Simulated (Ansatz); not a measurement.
This script drives Ansatz's Python interface.

Input file `POSCAR_batao3`:
```text
BaTaO3
1.0
   4.13084600    0.00000000    0.00000000
   0.00000000    4.13084600    0.00000000
   0.00000000    0.00000000    4.13084600
Ba Ta O
1 1 3
Direct
   0.00000000    0.00000000    0.00000000
   0.50000000    0.50000000    0.50000000
   0.00000000    0.50000000    0.50000000
   0.50000000    0.00000000    0.50000000
   0.50000000    0.50000000    0.00000000
```

Script `batao3_vcrelax.py`:
```python
'''Relax cell and ions of BaTaO3.'''

import ansatz as az
from ase.data import atomic_numbers
from ase.io import read
import numpy as np
import spglib

SETTINGS = {
    'kspacing': 0.26,
    'smearing': 'cold',
}

def edges_and_angles(cell):
    cell = np.asarray(cell)
    a, b, c = np.linalg.norm(cell, axis=1)
    cosines = cell[1] @ cell[2] / (b * c), cell[0] @ cell[2] / (a * c), cell[0] @ cell[1] / (a * b)
    return (a, b, c, *np.degrees(np.arccos(cosines)))


def main() -> None:
    atoms = read('POSCAR_batao3', format='vasp')
    structure = az.Crystal.from_ase(atoms)

    # part of the cell is held
    job = structure.calculation()
    job = job.functional(az.Functional.PBESOL)
    job = job.kpoints(spacing=SETTINGS['kspacing'])
    job = job.occupations(SETTINGS['smearing'], width=50 * az.meV)
    job = job.relax(fix_cell=['c/a', 'angles'])
    steps = []


    def follow(event):
        if event['event'] != 'relax_step':
            return
        row = event['data']
        steps.append(row)
        print(f'step {row["step"]:3d}  E = {row["lagrangian_ev"]:.5f} eV  largest force component = {row["allowed_force_max_ev_ang"]:.4f} eV/A  P = {row["pressure_gpa"]:.3f} GPa')


    outcome = job.session().plan(threads=1).execute(on_event=follow)
    report = outcome.report

    first, last = steps[0], steps[-1]
    symbols = [site.symbol for site in outcome.lattice.sites]
    print(f'energy gained {first["lagrangian_ev"] - last["lagrangian_ev"]:.4f} eV in {len(steps) - 1} steps')
    for label, vectors in (('before', first['cell_ang']), ('after', outcome.lattice.cell_ang)):
        print(label, 'a b c (A) {:.4f} {:.4f} {:.4f}  angles {:.2f} {:.2f} {:.2f}'.format(*edges_and_angles(vectors)), f' V = {abs(np.linalg.det(vectors)):.3f} A^3')
    print('final stress xx yy zz (GPa, compression positive):', np.round(np.diag(report['stress_gpa']), 3) + 0.0)

    fractions = [site.position_frac for site in outcome.lattice.sites]
    numbers = [atomic_numbers[s] for s in symbols]
    for tolerance in (1e-3, 1e-2, 1e-1):
        print(f'space group at {tolerance} A:', spglib.get_spacegroup((outcome.lattice.cell_ang, fractions, numbers), symprec=tolerance))

    change = np.array(last['positions_ang']) @ np.linalg.inv(last['cell_ang']) - np.array(first['positions_ang']) @ np.linalg.inv(first['cell_ang'])
    moved = np.linalg.norm(change @ np.array(last['cell_ang']), axis=1)
    print('displacement within the cell, strain taken out (A):', ' '.join(f'{s}:{d:.3f}' for s, d in zip(symbols, moved)))

    print('atom   start x y z (A)              end x y z (A)')
    for symbol, a, b in zip(symbols, first['positions_ang'], last['positions_ang']):
        print(f'{symbol:3s}', ' '.join(f'{v:8.4f}' for v in a), '  ', ' '.join(f'{v:8.4f}' for v in b))

    print(f'free energy      {report["free_energy_ev"]:.5f} eV')
    print(f'per atom         {report["free_energy_ev"] / len(outcome.lattice.sites):.5f} eV')
    print(f'SCF iterations   {report["n_iterations"]}  (converged: {report["converged"]})')


if __name__ == '__main__':
    main()
```

It is started by `python batao3_vcrelax.py`. How long does it take on 1 thread of Arm Neoverse V2 (shared host), and how much memory does it need?

It took about 29 s, with a peak of 0.51 GiB, for 1 run of the engine.

```console
$ python batao3_vcrelax.py
DeckWarning: basis.ecutwfc = 420 eV, auto-derived from the records' recommended cutoffs: set by Ba (normal level)
DeckWarning: crystal.symmetry: narrowed to the stabiliser of the fixed cell quantities (relax.cell.fix) — unitary ops 48 → 16. The narrowing is safe, since a smaller group never makes results wrong: the run goes on under it, on as many k-points as the starting group would need, or more. Excluded: 32 operations that would move a fixed cell quantity at a test strain (relax.cell.fix fixes alpha, beta, gamma, c/a). The cell can leave their symmetry as it relaxes.
step   1  E = -17358.83240 eV  largest force component = 0.0000 eV/A  P = -7.901 GPa
step   2  E = -17358.90386 eV  largest force component = 0.0000 eV/A  P = 4.666 GPa
step   3  E = -17358.91924 eV  largest force component = 0.0000 eV/A  P = -0.319 GPa
step   4  E = -17358.91972 eV  largest force component = 0.0000 eV/A  P = -0.013 GPa
step   5  E = -17358.91146 eV  largest force component = 0.0000 eV/A  P = -0.247 GPa
step   6  E = -17358.91182 eV  largest force component = 0.0000 eV/A  P = 0.001 GPa
step   7  E = -17358.91104 eV  largest force component = 0.0000 eV/A  P = -0.005 GPa
energy gained 0.0786 eV in 6 steps
before a b c (A) 4.1308 4.1308 4.1308  angles 90.00 90.00 90.00  V = 70.488 A^3
after a b c (A) 4.0698 4.0698 4.0698  angles 90.00 90.00 90.00  V = 67.408 A^3
final stress xx yy zz (GPa, compression positive): [-0.005 -0.005 -0.005]
space group at 0.001 A: Pm-3m (221)
space group at 0.01 A: Pm-3m (221)
space group at 0.1 A: Pm-3m (221)
displacement within the cell, strain taken out (A): Ba:0.000 Ta:0.000 O:0.000 O:0.000 O:0.000
atom   start x y z (A)              end x y z (A)
Ba    0.0000   0.0000   0.0000     -0.0000   0.0000   0.0000
Ta    2.0654   2.0654   2.0654      2.0349   2.0349   2.0349
O     0.0000   2.0654   2.0654      0.0000   2.0349   2.0349
O     2.0654   0.0000   2.0654      2.0349   0.0000   2.0349
O     2.0654   2.0654   0.0000      2.0349   2.0349  -0.0000
free energy      -17358.91104 eV
per atom         -3471.78221 eV
SCF iterations   6  (converged: True)
```
(Warnings from the package without file and line.)

Caveats:
- Absolute energies stand on the zero of these potentials, so only differences at equal settings mean something.
- The cell holds an odd number of electrons and is run without spin, so a magnetic state may lie lower.
- Forces vanish by symmetry, so the ions can't move, and the end may be a saddle.
- The mesh is modest for a metal, so energies can be off by several to tens of meV an atom and pressures by half a GPa or more; differences at equal mesh fare better.
- Energies along a relaxation are free energies. Rows at an unchanged volume are solved on a plane-wave basis chosen afresh for that cell, so the energy jumps there and such rows are no steps of the walk.
- Spin-orbit coupling, which matters for elements this heavy, is left out.
- This cell is a computed structure, which may not be the phase found in nature.

(Lines on the test bed's own set-up are left out of the output.)
